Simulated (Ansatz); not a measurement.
This was printed by a script on the Ansatz DFT code, driven from Python, for a ladder of methods at one geometry of CH6O2Sn, SMILES O[CH2][SnH2][OH]. What did the script look like? Use (for the species named): MP2, def2-SVP basis, multiplicity 1. The script varies method: mp2, ccsd, ccsd_t.

```yaml
atoms:
  - { symbol: O, position_ang: [-1.9701, 0.3089, -0.0825] }
  - { symbol: C, position_ang: [-0.6857, 0.6676, -0.3570] }
  - { symbol: Sn, position_ang: [0.5508, -0.7678, 0.5877] }
  - { symbol: O, position_ang: [2.5524, -0.3171, 0.2256] }
  - { symbol: H, position_ang: [-2.5568, 1.0385, -0.5746] }
  - { symbol: H, position_ang: [-0.4417, 1.6954, 0.0420] }
  - { symbol: H, position_ang: [-0.4619, 0.6463, -1.4466] }
  - { symbol: H, position_ang: [0.2607, -2.3474, -0.0288] }
  - { symbol: H, position_ang: [0.3061, -0.7168, 2.3710] }
  - { symbol: H, position_ang: [2.5292, -0.2587, -0.7340] }
```

```console
$ python run_methods.py
Hartree-Fock reference -404.220967 Ha
mp2      total -404.864350 Ha  correlation  -17.5073 eV  (91.9 % of the last)
ccsd     total -404.903607 Ha  correlation  -18.5756 eV  (97.5 % of the last)
ccsd_t   total -404.920836 Ha  correlation  -19.0444 eV  (100.0 % of the last)
```

One script that gives this output:

`run_methods.py`:
```python
import ansatz as az

GEOMETRY = '''
O    -1.97010    0.30890   -0.08250
C    -0.68570    0.66760   -0.35700
Sn    0.55080   -0.76780    0.58770
O     2.55240   -0.31710    0.22560
H    -2.55680    1.03850   -0.57460
H    -0.44170    1.69540    0.04200
H    -0.46190    0.64630   -1.44660
H     0.26070   -2.34740   -0.02880
H     0.30610   -0.71680    2.37100
H     2.52920   -0.25870   -0.73400
'''


def main() -> None:
    system = az.Crystal.molecule()
    for line in GEOMETRY.strip().splitlines():
        symbol, *xyz = line.split()
        system = system.atom(symbol, [float(v) for v in xyz])

    base = system.calculation().basis(gaussian='def2-SVP')

    methods = ['mp2', 'ccsd', 'ccsd_t']
    reports = [base.correlation(m).run(threads=1, backend='cpu').report for m in methods]
    print(f'Hartree-Fock reference {reports[0]["reference_energy_ev"] / 27.211386246:.6f} Ha')
    best = reports[-1]['free_energy_ev'] - reports[-1]['reference_energy_ev']
    for method, each in zip(methods, reports):
        gained = each['free_energy_ev'] - each['reference_energy_ev']
        print(f'{method:8s} total {each["free_energy_ev"] / 27.211386246:.6f} Ha  correlation {gained:9.4f} eV  ({100 * gained / best:.1f} % of the last)')


if __name__ == '__main__':
    main()
```

Total energies depend on the basis set; only differences at equal settings carry meaning. The geometry is a force-field or estimated start, not a minimum of this method, and the basis set is short of its limit. A lower total doesn't mark the better method: functionals have no common bound, and MP2 and coupled cluster aren't variational. def2 sets replace the cores of elements past krypton by effective core potentials. Inner cores stay frozen; a filled d shell under the valence of the heavier atoms is correlated with it. It ran for 32 s on 1 thread of Arm Neoverse V2 (shared host), peak memory 0.53 GiB.

(Lines on the test bed's own set-up are left out of the output.)
